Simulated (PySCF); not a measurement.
# B2F2H5P: the cost of one run

Computed with PySCF 2.14.0, with density-fitted response routines of our own, on a single molecule in the gas phase. Atoms are numbered from 0 throughout.

## (1) Starting geometry

10 atoms, charge 0, multiplicity 1; geometry from: PBE0-D3(BJ)/def2-SVP.

Bonds of the start (Å): F0–B1 1.33, B1–F2 1.34, B1–B3 1.69, B3–P4 1.91, B3–H5 1.22, B3–H6 1.22, P4–H7 1.42, P4–H8 1.42, P4–H9 1.42.

## (2) Shielding tensors: PBE0/pcSseg-2

The job: settings as JSON, then the geometry in Å.

```
{"job": {"kind": "nmr", "xc": "PBE0", "basis": "pcSseg-2", "pop": false}, "charge": 0, "multiplicity": 1}
F      2.827548    -0.573571    -0.200365
B      1.618211    -0.205868     0.198115
F      1.596704     0.284801     1.446653
B      0.235200    -0.349276    -0.771035
P     -1.234324     0.323096     0.253864
H     -0.061955    -1.509041    -1.014096
H      0.261953     0.341674    -1.777292
H     -2.531095     0.283237    -0.313403
H     -1.177209     1.679486     0.654909
H     -1.485153    -0.294783     1.502225
```

With the program's defaults for keys left out, this is: GIAO PBE0/pcSseg-2 NMR shielding, non-relativistic, gas phase.

Launch:

```bash
$ OMP_NUM_THREADS=1 python probes_run.py task.json out
```

This one command runs all jobs of the session in turn.

**Question.** How long does this first job take on 1 thread of Arm Neoverse V1, shared host, and how much memory does it need?

About 21 s, with a peak of 1.1 GiB.
